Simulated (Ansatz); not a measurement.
# C3H6AuN: the cost of one run

Computed with Ansatz 0.2.0, Gaussian basis. Level: the settings change from run to run.

2 further runs of the same task are left out: 2 for a known fault of the program.

## 1. The relaxed structure

An earlier PBE0-D4 in a triple-zeta def2 set relaxation fixed the geometry. Au takes a core potential in def2 sets; no spin-orbit term is included.

SMILES `CC#[N+][Au-][CH3]`, 11 atoms, charge 0, spin multiplicity 1.

Atoms are counted from 1 here; the program's logs count them from 0.

Bond lengths: C1–C2 1.444 Å, C1–H6 1.091 Å, C1–H7 1.091 Å, C1–H8 1.091 Å, C2–N3 1.145 Å, N3–Au4 2.050 Å, Au4–C5 2.019 Å, C5–H9 1.094 Å, C5–H10 1.094 Å, C5–H11 1.094 Å. Angles: C2–C1–H6 109.9°, C2–C1–H7 109.9°, C2–C1–H8 109.9°, H6–C1–H7 109.1°, H6–C1–H8 109.1°, H7–C1–H8 109.1°, C1–C2–N3 180.0°, C2–N3–Au4 179.9°, N3–Au4–C5 180.0°, Au4–C5–H9 110.8°, Au4–C5–H10 110.7°, Au4–C5–H11 110.8°, H9–C5–H10 108.2°, H9–C5–H11 108.2°, H10–C5–H11 108.1°.

Geometry (Å):

```mol
C3H6AuN
  3D, bonds by distance, orders not assigned

 11 10  0  0  0  0  0  0  0  0999 V2000
    0.2849   -1.0651    3.0194 C   0  0
    0.1579   -0.5857    1.6630 C   0  0
    0.0570   -0.2057    0.5872 N   0  0
   -0.1258    0.4726   -1.3382 Au  0  0
   -0.3056    1.1407   -3.2355 C   0  0
    1.2638   -1.5265    3.1594 H   0  0
    0.1793   -0.2335    3.7180 H   0  0
   -0.4907   -1.8044    3.2255 H   0  0
    0.5278    0.7905   -3.8510 H   0  0
   -0.3129    2.2340   -3.2619 H   0  0
   -1.2358    0.7830   -3.6859 H   0  0
  1  2  8  0
  2  3  8  0
  3  4  8  0
  4  5  8  0
  1  6  8  0
  1  7  8  0
  1  8  8  0
  5  9  8  0
  5 10  8  0
  5 11  8  0
M  END
```

## 2. B2GP-PLYP/def2-TZVPD

This run has multiplicity 3, the search for lower states set to light.

in.yaml

```yaml
crystal:
  periodic: [false, false, false]
  atoms:
    - {symbol: C, position_ang: [0.284931, -1.065053, 3.019363]}
    - {symbol: C, position_ang: [0.157871, -0.585698, 1.663001]}
    - {symbol: N, position_ang: [0.057011, -0.205675, 0.587209]}
    - {symbol: Au, position_ang: [-0.125765, 0.472573, -1.338239]}
    - {symbol: C, position_ang: [-0.305646, 1.140741, -3.235483]}
    - {symbol: H, position_ang: [1.263807, -1.526514, 3.159409]}
    - {symbol: H, position_ang: [0.179347, -0.233527, 3.718044]}
    - {symbol: H, position_ang: [-0.490708, -1.804391, 3.225521]}
    - {symbol: H, position_ang: [0.527817, 0.790522, -3.850977]}
    - {symbol: H, position_ang: [-0.312871, 2.234031, -3.261929]}
    - {symbol: H, position_ang: [-1.235795, 0.783003, -3.685918]}
basis:
  gaussian: {orbitals: def2-TZVPD}
magnetization: {spin_polarized: true, initial_magnetization: 2}
hamiltonian: {xc: {name: B2GP-PLYP}}
scf: {lower_state_search: light}
output: {forces: true}
```

Started as:

```bash
ansatz run in.yaml --threads 4 --pin off --events-out ev --progress --plain --max-ram 10444MiB
```

**Question.** How long does this run take on 4 threads of Arm Neoverse V1, shared host, and how much memory does it need?

About 6.1 min, with a peak of 1.4 GiB.
